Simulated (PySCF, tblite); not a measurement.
# NbH2O4−: geometry, vibrations, single-point energies

Aim: compute the geometry, vibrations, single-point energies of NbH2O4− (`[O]=[Nb-](=[O])([OH])[OH]`).

Programs: tblite 0.8.0 and PySCF 2.14.0, with routines of our own; each step states its level. All values are computed. Atoms count from 0.

3 further runs of the same task are left out: 3 for a known fault of the program.

### 1 The system as given

7 atoms, charge -1, multiplicity 1; geometry from: start built from the parent or by distance geometry.

### 2 Optimising the geometry with GFN2-xTB

What the job is given:

```
{"job": {"kind": "relax", "xc": "GFN2-xTB", "basis": "xTB"}, "charge": -1, "multiplicity": 1}
Nb     0.154900     0.072500     0.349300
O      0.289400     0.415700     2.016000
O      1.701600     0.055800    -0.404200
O     -0.892300     1.548500    -0.535300
H     -0.504600     2.072700    -1.195500
O     -0.626000    -1.741200     0.090000
H     -0.116300    -2.414200    -0.374400
```

Command:

```console
> OMP_NUM_THREADS=1 python redox_run.py task.json out
```

One launch serves the whole session: the jobs run in the order shown.

Log:

```text
step      E/eV     max force
  0    -527.83271    1.794
  1    -527.86037    0.694
  2    -527.86635    0.144
  3    -527.86692    0.076
  4    -527.86732    0.082
  5    -527.86790    0.084
  6    -527.86813    0.053
  7    -527.86823    0.036
  8    -527.86828    0.028
  9    -527.86833    0.024
 10    -527.86836    0.016
 11    -527.86837    0.012
 12    -527.86838    0.014
 13    -527.86840    0.014
 14    -527.86841    0.014
 15    -527.86842    0.010
 16    -527.86843    0.008
```

Wall time 0.07 s (1 thread of Arm Neoverse V1, shared host).

Relaxation path:

| step | energy from step 0 (eV) | largest force (eV/Å) |
| --- | --- | --- |
| 0 | 0.0000 | 1.7940 |
| 1 | -0.0277 | 0.6942 |
| 2 | -0.0336 | 0.1441 |
| 3 | -0.0342 | 0.0764 |
| 4 | -0.0346 | 0.0821 |
| 5 | -0.0352 | 0.0842 |
| 6 | -0.0354 | 0.0530 |
| 7 | -0.0355 | 0.0361 |
| 8 | -0.0356 | 0.0279 |
| 9 | -0.0356 | 0.0235 |
| 10 | -0.0357 | 0.0157 |
| 11 | -0.0357 | 0.0123 |
| 12 | -0.0357 | 0.0136 |
| 13 | -0.0357 | 0.0138 |
| 14 | -0.0357 | 0.0145 |
| 15 | -0.0357 | 0.0104 |
| 16 | -0.0357 | 0.0078 |

Distances of close pairs at the start and the end, largest changes first:

| bond | before (Å) | after (Å) | change (Å) |
| --- | --- | --- | --- |
| O3–H4 | 0.928 | 0.962 | +0.034 |
| Nb0–O3 | 2.014 | 1.983 | -0.031 |
| Nb0–O1 | 1.707 | 1.724 | +0.017 |
| Nb0–O5 | 1.992 | 1.986 | -0.006 |
| Nb0–O2 | 1.721 | 1.723 | +0.003 |
| O5–H6 | 0.964 | 0.962 | -0.002 |

The final coordinates are the input of the step that follows.

### 3 Infrared spectrum with GFN2-xTB

What the job is given:

```
{"job": {"kind": "ir", "xc": "GFN2-xTB", "basis": "xTB"}, "charge": -1, "multiplicity": 1}
Nb     0.140195     0.079301     0.347754
O      0.294582     0.410467     2.032744
O      1.688757     0.060673    -0.407642
O     -0.885640     1.533480    -0.527092
H     -0.496863     2.083337    -1.213742
O     -0.614726    -1.739357     0.091152
H     -0.119648    -2.418101    -0.377320
```

Log:

```text
mode    cm-1     km/mol
  1     108.6     14.86
  2     140.9     15.87
  3     153.8      8.34
  4     164.9     90.43
  5     198.7    116.57
  6     203.8     58.49
  7     283.9    188.88
  8     308.1     84.18
  9     316.7     65.93
 10     535.0    161.43
 11     554.9      3.01
 12     712.6     28.22
 13     736.7     73.40
 14    3581.8      5.24
 15    3584.8      5.71
ZPE 69.295  H(298)-E 93.894  G(298)-E -16.864 kJ/mol  S 371.48 J/(mol K)
```

It took 0.16 s on 1 thread of Arm Neoverse V1, shared host.

The strongest bands and the atoms that carry them (share of the mass-weighted mode):

| cm⁻¹ | km/mol | atoms |
| --- | --- | --- |
| 165 | 90.4 | O2 33 %, H6 22 %, H4 14 %, O5 13 % |
| 199 | 116.6 | O1 32 %, O3 25 %, H4 17 % |
| 204 | 58.5 | O1 37 %, O5 23 %, H6 14 %, Nb0 11 % |
| 284 | 188.9 | O2 31 %, O1 17 %, H6 17 %, H4 15 % |
| 308 | 84.2 | O3 45 %, O5 39 % |
| 317 | 65.9 | O5 48 %, O3 42 % |
| 535 | 161.4 | H4 53 %, H6 33 % |
| 737 | 73.4 | O2 41 %, O1 40 %, Nb0 18 % |

### 4 Optimising the geometry at PBE-D3(BJ)/ma-def2-SVP

Settings changed since step 3:

```diff
@@ -1,2 +1,2 @@
-{"job": {"kind": "ir", "xc": "GFN2-xTB", "basis": "xTB"}, "charge": -1, "multiplicity": 1}
+{"job": {"xc": "PBE", "basis": "ma-def2-SVP", "d3": "d3bj", "grid": 1, "kind": "geom"}, "charge": -1, "multiplicity": 1}
 Nb     0.140195     0.079301     0.347754
```

Log:

```text
step   0  E = -358.88438929  max force = 0.047093
step   1  E = -358.88395843  max force = 0.035570
step   2  E = -358.89009845  max force = 0.009522
step   3  E = -358.89024608  max force = 0.011700
step   4  E = -358.89049328  max force = 0.001199
step   5  E = -358.89054239  max force = 0.001421
step   6  E = -358.89054358  max force = 0.002840
step   7  E = -358.89056949  max force = 0.000229
step   8  E = -358.89057282  max force = 0.000538
step   9  E = -358.89057123  max force = 0.001048
step  10  E = -358.89057122  max force = 0.000583
step  11  E = -358.89057372  max force = 0.000094
optimisation converged
```

Wall time 89 s (1 thread of Arm Neoverse V1, shared host); peak memory 0.4 GiB.

Along the way: (the energy doesn't fall at every step)

| step | energy from step 0 (eV) | largest force component (eV/Å) |
| --- | --- | --- |
| 0 | 0.0000 | 2.4216 |
| 1 | 0.0117 | 1.8291 |
| 2 | -0.1554 | 0.4896 |
| 3 | -0.1594 | 0.6016 |
| 4 | -0.1661 | 0.0617 |
| 5 | -0.1674 | 0.0731 |
| 6 | -0.1675 | 0.1460 |
| 7 | -0.1682 | 0.0118 |
| 8 | -0.1683 | 0.0277 |
| 9 | -0.1682 | 0.0539 |
| 10 | -0.1682 | 0.0300 |
| 11 | -0.1683 | 0.0048 |

Distances of close pairs at the start and the end, largest changes first:

| bond | before (Å) | after (Å) | change (Å) |
| --- | --- | --- | --- |
| Nb0–O2 | 1.723 | 1.775 | +0.052 |
| Nb0–O1 | 1.724 | 1.773 | +0.049 |
| Nb0–O3 | 1.983 | 2.007 | +0.024 |
| Nb0–O5 | 1.986 | 2.007 | +0.022 |
| O5–H6 | 0.962 | 0.972 | +0.010 |
| O3–H4 | 0.962 | 0.972 | +0.010 |

The final coordinates are the input of the step that follows.

| at the end point | value |
| --- | --- |
| point group (found at 0.08 Å tolerance) | Cs |
| rotational constants (GHz, main isotopes) | 3.426, 3.085, 2.903 |

### 5 Single point (NbH2O4−): B3LYP-D3(BJ)/ma-def2-SVP

Geometry: PBE-D3(BJ)/ma-def2-SVP.

What the job is given:

```
{"job": {"kind": "sp", "xc": "B3LYP", "basis": "ma-def2-SVP", "d3": "d3bj", "grid": 2}, "charge": -1, "multiplicity": 1}
Nb     0.213707     0.111206     0.389318
O      0.400391     0.541968     2.099313
O      1.794426     0.025161    -0.413871
O     -0.885552     1.499876    -0.555350
H     -0.539870     1.811197    -1.408398
O     -0.676569    -1.681245     0.234422
H     -0.313132    -2.281142    -0.438245
```

Log:

```text
coarse grid: 33840 points
cycle   1  E = -358.1539196269  dE = -6.364e+00  |g| = 1.970e+00  |ddm| = 5.116e+00
cycle   2  E = -348.2662951723  dE =  9.888e+00  |g| = 4.005e+00  |ddm| = 1.764e+01
cycle   3  E = -357.7272667779  dE = -9.461e+00  |g| = 2.523e+00  |ddm| = 1.718e+01
cycle   4  E = -358.6740781461  dE = -9.468e-01  |g| = 1.458e+00  |ddm| = 1.014e+00
cycle   5  E = -359.0224462607  dE = -3.484e-01  |g| = 8.752e-01  |ddm| = 1.059e+00
cycle   6  E = -359.1285150889  dE = -1.061e-01  |g| = 5.115e-01  |ddm| = 6.971e-01
cycle   7  E = -359.1804653032  dE = -5.195e-02  |g| = 8.191e-02  |ddm| = 3.743e-01
cycle   8  E = -359.1810731274  dE = -6.078e-04  |g| = 5.917e-02  |ddm| = 9.634e-02
cycle   9  E = -359.1817449489  dE = -6.718e-04  |g| = 1.037e-02  |ddm| = 4.263e-02
cycle  10  E = -359.1817654540  dE = -2.051e-05  |g| = 1.581e-03  |ddm| = 8.555e-03
cycle  11  E = -359.1817659550  dE = -5.010e-07  |g| = 6.200e-04  |ddm| = 2.431e-03
final grid: 69984 points
cycle  12  E = -359.1816985976  dE =  3.894e-08  |g| = 9.457e-04  |ddm| = 2.481e-03
cycle  13  E = -359.1816979770  dE =  6.206e-07  |g| = 1.981e-03  |ddm| = 2.666e-03
cycle  14  E = -359.1816987437  dE = -7.666e-07  |g| = 5.029e-04  |ddm| = 1.616e-03
cycle  15  E = -359.1816987945  dE = -5.085e-08  |g| = 1.245e-04  |ddm| = 4.491e-04
cycle  16  E = -359.1816987976  dE = -3.083e-09  |g| = 5.770e-06  |ddm| = 8.985e-05
converged SCF energy = -359.1816987976
```

It took 4.5 s on 1 thread of Arm Neoverse V1, shared host; peak memory 0.53 GiB.

### 6 Single point (NbH₂O₄ radical): B3LYP-D3(BJ)/ma-def2-SVP

Geometry: PBE-D3(BJ)/ma-def2-SVP, that of another charge or spin state.

Settings changed since step 5:

```diff
@@ -1,2 +1,2 @@
-{"job": {"kind": "sp", "xc": "B3LYP", "basis": "ma-def2-SVP", "d3": "d3bj", "grid": 2}, "charge": -1, "multiplicity": 1}
+{"job": {"kind": "sp", "xc": "B3LYP", "basis": "ma-def2-SVP", "d3": "d3bj", "grid": 2}, "charge": 0, "multiplicity": 2}
 Nb     0.213707     0.111206     0.389318
```

Log:

```text
final grid: 69984 points
cycle   1  E = -359.0085132412  dE =  1.030e-08  |g| = 1.828e-04  |ddm| = 2.395e-04
cycle   2  E = -359.0085131209  dE =  1.202e-07  |g| = 5.628e-04  |ddm| = 5.609e-04
cycle   3  E = -359.0085132478  dE = -1.268e-07  |g| = 1.448e-04  |ddm| = 4.307e-04
cycle   4  E = -359.0085132570  dE = -9.217e-09  |g| = 1.605e-05  |ddm| = 1.066e-04
converged SCF energy = -359.0085132570
```

Run time: 1.9 min. Hardware: 1 thread of Arm Neoverse V1, shared host; peak memory 0.58 GiB.

### 7 Optimising the geometry with GFN2-xTB

This step treats NbH2O4 radical.

What the job is given:

```
{"job": {"kind": "relax", "xc": "GFN2-xTB", "basis": "xTB"}, "charge": 0, "multiplicity": 2}
Nb     0.230000     0.105100     0.384000
O      0.389700     0.550600     2.076300
O      1.811900     0.017500    -0.410700
O     -0.888000     1.514500    -0.576000
H     -0.543100     1.807400    -1.397100
O     -0.687600    -1.683000     0.225600
H     -0.312700    -2.275300    -0.449300
```

Log:

```text
step      E/eV     max force
  0    -517.80268    2.173
  1    -517.89875    1.299
  2    -518.00656    1.406
  3    -518.15823    1.865
  4    -518.22686    1.202
  5    -518.27158    0.512
  6    -518.28133    0.520
  7    -518.32080    0.663
  8    -518.33723    0.552
  9    -518.34853    0.357
 10    -518.36160    0.527
 11    -518.37455    0.671
 12    -518.42031    1.067
 13    -518.45831    0.985
 14    -518.47614    1.147
 15    -518.49527    0.305
 16    -518.50288    0.209
 17    -518.51097    0.534
 18    -518.51572    0.492
 19    -518.52642    0.289
 20    -518.53177    0.129
 21    -518.53110    0.285
 22    -518.53407    0.131
 23    -518.53479    0.131
 24    -518.53724    0.097
 25    -518.53834    0.099
 26    -518.53976    0.089
 27    -518.54027    0.087
 28    -518.54067    0.064
 29    -518.54107    0.074
 30    -518.54153    0.094
 31    -518.54201    0.111
 32    -518.54258    0.109
 33    -518.54310    0.074
 34    -518.54335    0.037
 35    -518.54339    0.014
 36    -518.54340    0.008
```

Wall time 0.15 s (1 thread of Arm Neoverse V1, shared host).

Along the way: (not every step is listed)

| step | energy from step 0 (eV) | largest force (eV/Å) |
| --- | --- | --- |
| 0 | 0.0000 | 2.1726 |
| 1 | -0.0961 | 1.2988 |
| 2 | -0.2039 | 1.4055 |
| 3 | -0.3555 | 1.8650 |
| 4 | -0.4242 | 1.2021 |
| 5 | -0.4689 | 0.5123 |
| 6 | -0.4787 | 0.5204 |
| 7 | -0.5181 | 0.6628 |
| 8 | -0.5345 | 0.5516 |
| 10 | -0.5589 | 0.5268 |
| 12 | -0.6176 | 1.0667 |
| 14 | -0.6735 | 1.1466 |
| 16 | -0.7002 | 0.2093 |
| 18 | -0.7130 | 0.4919 |
| 20 | -0.7291 | 0.1286 |
| 22 | -0.7314 | 0.1306 |
| 24 | -0.7346 | 0.0972 |
| 26 | -0.7371 | 0.0891 |
| 28 | -0.7380 | 0.0639 |
| 30 | -0.7388 | 0.0937 |
| 31 | -0.7393 | 0.1113 |
| 32 | -0.7399 | 0.1090 |
| 33 | -0.7404 | 0.0736 |
| 34 | -0.7407 | 0.0371 |
| 35 | -0.7407 | 0.0142 |
| 36 | -0.7407 | 0.0081 |

Distances of close pairs at the start and the end, largest changes first:

| bond | before (Å) | after (Å) | change (Å) |
| --- | --- | --- | --- |
| Nb0–O3 | 2.039 | 1.793 | -0.246 |
| Nb0–O5 | 2.016 | 1.793 | -0.223 |
| Nb0–O2 | 1.772 | 1.745 | -0.027 |
| O3–H4 | 0.938 | 0.962 | +0.024 |
| Nb0–O1 | 1.757 | 1.745 | -0.012 |
| O5–H6 | 0.973 | 0.962 | -0.011 |

The next job starts from the end point, and lists it.

### 8 Harmonic vibrations with GFN2-xTB

What the job is given:

```
{"job": {"kind": "ir", "xc": "GFN2-xTB", "basis": "xTB"}, "charge": 0, "multiplicity": 2}
Nb     0.229904     0.062237     0.161414
O      0.362854     0.480453     1.850396
O      1.961230     0.110747    -0.053173
O     -0.582857     1.358714    -0.773345
H     -0.911401     2.152099    -1.206390
O     -0.414711    -1.596852    -0.058521
H     -0.644952    -2.530569    -0.067347
```

Log:

```text
mode    cm-1     km/mol
  1     140.2      0.52
  2     162.3      0.80
  3     173.7     10.45
  4     177.0      0.01
  5     180.4     21.70
  6     415.0    300.69
  7     430.3     55.91
  8     436.7      0.64
  9     447.6    258.04
 10     557.0      1.56
 11     588.2     76.52
 12     621.8     25.09
 13     672.5      8.77
 14    3571.0    151.49
 15    3578.2     28.31
ZPE 72.684  H(298)-E 95.248  G(298)-E -10.767 kJ/mol  S 355.58 J/(mol K)
```

Run time: 0.17 s. Hardware: 1 thread of Arm Neoverse V1, shared host.

The strongest bands and the atoms that carry them (share of the mass-weighted mode):

| cm⁻¹ | km/mol | atoms |
| --- | --- | --- |
| 180 | 21.7 | O2 27 %, O1 24 %, Nb0 20 % |
| 415 | 300.7 | H4 43 %, H6 36 % |
| 430 | 55.9 | H6 41 %, H4 34 %, O5 12 %, O3 10 % |
| 448 | 258.0 | H6 42 %, H4 35 % |
| 588 | 76.5 | O3 37 %, O5 35 %, Nb0 21 % |
| 622 | 25.1 | O2 42 %, O1 41 %, Nb0 12 % |
| 3571 | 151.5 | H4 50 %, H6 44 % |
| 3578 | 28.3 | H6 50 %, H4 44 % |

### 9 Optimising the geometry at PBE-D3(BJ)/ma-def2-SVP

This step treats NbH₂O₄ radical.

Settings changed since step 8:

```diff
@@ -1,2 +1,2 @@
-{"job": {"kind": "ir", "xc": "GFN2-xTB", "basis": "xTB"}, "charge": 0, "multiplicity": 2}
+{"job": {"xc": "PBE", "basis": "ma-def2-SVP", "d3": "d3bj", "grid": 1, "kind": "geom"}, "charge": 0, "multiplicity": 2}
 Nb     0.229904     0.062237     0.161414
```

Log:

```text
step   0  E = -358.71627597  max force = 0.068926
step   1  E = -358.73659937  max force = 0.016833
step   2  E = -358.73808374  max force = 0.004561
step   3  E = -358.73849239  max force = 0.003226
step   4  E = -358.73887294  max force = 0.004724
step   5  E = -358.73863613  max force = 0.005040
step   6  E = -358.73935922  max force = 0.001761
step   7  E = -358.73938970  max force = 0.000344
step   8  E = -358.73939859  max force = 0.000081
optimisation converged
```

Wall time 1.9 min (1 thread of Arm Neoverse V1, shared host); peak memory 0.44 GiB.

The steps of the relaxation: (the energy doesn't fall at every step)

| step | energy from step 0 (eV) | largest force component (eV/Å) |
| --- | --- | --- |
| 0 | 0.0000 | 3.5443 |
| 1 | -0.5530 | 0.8656 |
| 2 | -0.5934 | 0.2345 |
| 3 | -0.6045 | 0.1659 |
| 4 | -0.6149 | 0.2429 |
| 5 | -0.6085 | 0.2592 |
| 6 | -0.6281 | 0.0906 |
| 7 | -0.6290 | 0.0177 |
| 8 | -0.6292 | 0.0042 |

Distances of close pairs at the start and the end, largest changes first:

| bond | before (Å) | after (Å) | change (Å) |
| --- | --- | --- | --- |
| Nb0–O3 | 1.793 | 1.912 | +0.119 |
| Nb0–O5 | 1.793 | 1.912 | +0.119 |
| Nb0–O2 | 1.745 | 1.810 | +0.065 |
| Nb0–O1 | 1.745 | 1.803 | +0.057 |
| O5–H6 | 0.962 | 0.970 | +0.009 |
| O3–H4 | 0.962 | 0.970 | +0.009 |

The next job starts from the end point, and lists it.

| at the end point | value |
| --- | --- |
| point group (found at 0.08 Å tolerance) | C2v |
| rotational constants (GHz, main isotopes) | 3.480, 3.409, 2.815 |
| dipole moment (D) | 1.87 |
| ⟨S²⟩ | 0.766 |

### 10 Single point (NbH2O4−): B3LYP-D3(BJ)/ma-def2-SVP

Geometry: PBE-D3(BJ)/ma-def2-SVP, that of another charge or spin state.

What the job is given:

```
{"job": {"kind": "sp", "xc": "B3LYP", "basis": "ma-def2-SVP", "d3": "d3bj", "grid": 2}, "charge": -1, "multiplicity": 1}
Nb     0.210112     0.057042     0.138169
O      0.287624     0.486227     1.887129
O      2.000271     0.102538    -0.123494
O     -0.719626     1.359031    -0.909379
H     -0.764808     2.311955    -1.086409
O     -0.538174    -1.675926    -0.167442
H     -0.471210    -2.601229     0.116956
```

Log:

```text
coarse grid: 33840 points
cycle   1  E = -358.1263787914  dE = -6.299e+00  |g| = 1.987e+00  |ddm| = 5.074e+00
cycle   2  E = -351.9852500065  dE =  6.141e+00  |g| = 4.166e+00  |ddm| = 1.872e+01
cycle   3  E = -358.2269195812  dE = -6.242e+00  |g| = 2.041e+00  |ddm| = 1.820e+01
cycle   4  E = -359.1352222376  dE = -9.083e-01  |g| = 3.391e-01  |ddm| = 1.736e+00
cycle   5  E = -359.1598290363  dE = -2.461e-02  |g| = 1.477e-01  |ddm| = 5.888e-01
cycle   6  E = -359.1604590554  dE = -6.300e-04  |g| = 1.357e-01  |ddm| = 1.593e-01
cycle   7  E = -359.1639451064  dE = -3.486e-03  |g| = 3.811e-02  |ddm| = 1.033e-01
cycle   8  E = -359.1641848349  dE = -2.397e-04  |g| = 1.530e-02  |ddm| = 3.345e-02
cycle   9  E = -359.1642297131  dE = -4.488e-05  |g| = 3.009e-03  |ddm| = 1.217e-02
cycle  10  E = -359.1642316073  dE = -1.894e-06  |g| = 3.126e-04  |ddm| = 3.025e-03
final grid: 69984 points
cycle  11  E = -359.1642023892  dE = -2.779e-08  |g| = 4.504e-04  |ddm| = 1.312e-03
cycle  12  E = -359.1642022638  dE =  1.254e-07  |g| = 9.271e-04  |ddm| = 8.451e-04
cycle  13  E = -359.1642024113  dE = -1.476e-07  |g| = 2.732e-04  |ddm| = 6.842e-04
cycle  14  E = -359.1642024266  dE = -1.527e-08  |g| = 6.007e-05  |ddm| = 2.455e-04
cycle  15  E = -359.1642024273  dE = -6.658e-10  |g| = 1.439e-05  |ddm| = 5.372e-05
converged SCF energy = -359.1642024273
```

Wall time 4 s (1 thread of Arm Neoverse V1, shared host); peak memory 0.55 GiB.

### 11 Single point (NbH₂O₄ radical): B3LYP-D3(BJ)/ma-def2-SVP

Geometry: PBE-D3(BJ)/ma-def2-SVP.

Settings changed since step 10:

```diff
@@ -1,2 +1,2 @@
-{"job": {"kind": "sp", "xc": "B3LYP", "basis": "ma-def2-SVP", "d3": "d3bj", "grid": 2}, "charge": -1, "multiplicity": 1}
+{"job": {"kind": "sp", "xc": "B3LYP", "basis": "ma-def2-SVP", "d3": "d3bj", "grid": 2}, "charge": 0, "multiplicity": 2}
 Nb     0.210112     0.057042     0.138169
```

Log:

```text
final grid: 69984 points
cycle   1  E = -359.0252167307  dE =  3.129e-09  |g| = 1.021e-04  |ddm| = 1.184e-04
cycle   2  E = -359.0252166676  dE =  6.310e-08  |g| = 3.973e-04  |ddm| = 3.440e-04
cycle   3  E = -359.0252167356  dE = -6.806e-08  |g| = 2.963e-05  |ddm| = 2.599e-04
cycle   4  E = -359.0252167360  dE = -4.122e-10  |g| = 1.284e-05  |ddm| = 3.105e-05
converged SCF energy = -359.0252167360
```

Run time: 98 s. Hardware: 1 thread of Arm Neoverse V1, shared host; peak memory 0.57 GiB.

### 12 Outcome

| quantity | value |
| --- | --- |
| strongest single infrared mode (GFN2-xTB) | 284 cm⁻¹, 189 km/mol |
| zero-point energy (GFN2-xTB) | 16.6 kcal/mol |
| point group | Cs |
| rotational constants (main isotopes) | 3.43, 3.09, 2.90 GHz |

**Reading.** All 15 modes are real, so the xTB geometry is a minimum. The strongest single mode, at 284 cm⁻¹, has its largest shares on O2, O1, H6 and H4 (the list is cut at 4 atoms). GFN2-xTB is a fitted tight-binding method: band positions and strengths are rough. Its intensities can rank the bands wrongly. Relaxing lowered the energy by 0.168 eV in 11 steps; the close pair that moved most is Nb0–O2, from 1.723 to 1.775 Å (PBE/ma-def2-SVP). Steps that list no spin-orbit terms leave them out, which matters at and beside the heavy atoms.
